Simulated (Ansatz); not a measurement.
# TaTlH4: a trial structure relaxed

Where does this trial cell of TaTlH4 go when cell and atoms are let free?

Method: DFT PBE, scalar-relativistic, plane waves, PAW, in Ansatz 0.2.0.

## (1) Starting point

The structure is tetragonal, space group P4/mmm (No. 123). The conventional cell has a = 4.206 Å, b = 4.206 Å, c = 5.948 Å, α = 90.00°, β = 90.00°, γ = 90.00°. Ta (site symmetry 4/mmm) has 8 H at 2.58 Å as nearest neighbours. Around Tl (site symmetry 4/mmm) lie 8 H at 2.58 Å. H (site symmetry 2mm) has 2 Ta at 2.58 Å and 2 Tl at 2.58 Å as nearest neighbours.

Structure file:

```xyz
6
Lattice="4.2058 0.0000 0.0000 0.0000 4.2058 0.0000 0.0000 0.0000 5.9479" Properties=species:S:1:pos:R:3 pbc="T T T"
Ta    2.1029    2.1029    2.9739
Tl    0.0000    0.0000    0.0000
H     2.1029    0.0000    1.4870
H     0.0000    2.1029    4.4609
H     2.1029    0.0000    4.4609
H     0.0000    2.1029    1.4870
```

A structure generator made this guess: ordered mixture on the cation sites of fluorite (P4/mmm, No. 123). The dimensions are guesses.

## (2) A first look at the guess

input.yaml

```yaml
crystal:
  lattice:
    - [4.20577389, 0.0, 0.0]
    - [0.0, 4.20577389, 0.0]
    - [0.0, 0.0, 5.94786247]
  atoms:
    - { symbol: Ta, position: [0.5, 0.5, 0.5] }
    - { symbol: Tl, position: [0.0, 0.0, 0.0] }
    - { symbol: H, position: [0.5, 0.0, 0.25] }
    - { symbol: H, position: [0.0, 0.5, 0.75] }
    - { symbol: H, position: [0.5, 0.0, 0.75] }
    - { symbol: H, position: [0.0, 0.5, 0.25] }
basis:
  ecutwfc: 420
kpoints:
  mp_grid: { grid: [4, 4, 4] }
hamiltonian:
  xc: pbe
scf:
  occupations: { method: gaussian, width: 0.1 }
  lower_state_search: "off"
output:
  forces: true
  stress: true
  eigenvalues: true
```

The run is started by

```
$ ansatz run input.yaml --threads 1 --pin off --max-ram 2048MiB --backend cpu --events-out ev --progress --plain --runs-dir out
```

The session goes on with these runs: rough relaxation on the coarse mesh; another rough relaxation; relaxation on the finer mesh.

Before running it: what results should come out? Wanted: conventional cell; volume; energy over the elements; gap on the mesh.

**Answer**, as computed:

```
                                                              quantity                                                                      value
                                symmetry at the end (tolerance 0.05 Å)                                               space group P4/mmm (No. 123)
                                                     conventional cell  a = 3.099 Å, b = 3.099 Å, c = 7.041 Å, α = 90.00°, β = 90.00°, γ = 90.00°
                                                                volume                                                              11.27 Å³/atom
energy over the elements (uncorrected; H, N, O, F and Cl as molecules)                                                              +0.09 eV/atom
                                                       gap on the mesh                                                               none (metal)
```

**Reading.** The space group P4/mmm (No. 123) is kept, and the volume per atom shrinks by 35.7 % from the first guess. With a positive formation energy it can't be a ground state. No finished test with a distortion of lower symmetry is shown, so the end may be a saddle point. The runs treat Ta, Tl without spin-orbit coupling.
